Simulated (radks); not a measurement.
# Taking charge from the 4p level of Gd¹⁵⁺ in fractions

The task here is to estimate one member of a computed series from the others.

Program: radks (a radial shooting solver on a logarithmic mesh, Libxc functionals) version 1. Level of theory: Dirac Kohn-Sham, PBE, spin-unpolarised, spherical densities, finite nucleus; open shells are shared between the two j in proportion to 2j + 1. These are calculated values, not measurements, unless marked.

**The atom as given**

```
element            : gadolinium (Z = 64)
charge             : +15
electrons          : 49
configuration      : [Kr] 4d10 4f3
nuclear rms radius : 5.1569 fm
```

Outer shells as boxes (Hund's rule):

Gd¹⁵⁺
```
[Kr] core
4d [↑↓][↑↓][↑↓][↑↓][↑↓]
4f [↑ ][↑ ][↑ ][  ][  ][  ][  ]
```

The first run:

Input:

```text
Z 64
configuration [Kr] 4d10 4f3
relativity Dirac
functional pbe,pbe
spin unpolarised
j_filling average
nucleus finite rms 5.1569 fm
c 137.035999084
```

Steps of the session up to this table: Start: [Kr] 4d10 4f3.

One of the session's tables, all rows but one given; the rest of the session is left out.

It belongs to the step «Start: [Kr] 4d10 4f3». From the orbitals of this run (lengths in bohr):

```
level     <r>  outermost maximum (interpolated)  90 % within  nodes
3d5/2  0.2226                             0.181        0.346      0
4s1/2  0.5434                             0.512        0.778      3
4p1/2  0.5523                             0.516        0.799      2
4p3/2  0.5785                             0.540        0.836      2
4d3/2       ?                                 ?            ?      ?
4d5/2  0.6074                             0.551        0.900      1
4f5/2  0.6449                             0.518         1.01      0
4f7/2  0.6486                             0.521         1.01      0
```

Estimate the missing values for 4d3/2.

The run gave: <r>: 0.5991; outermost maximum (interpolated): 0.543; 90 % within: 0.888; nodes: 1. In the column «<r>» it lies between 4p3/2 (0.5785) and 4d5/2 (0.6074).
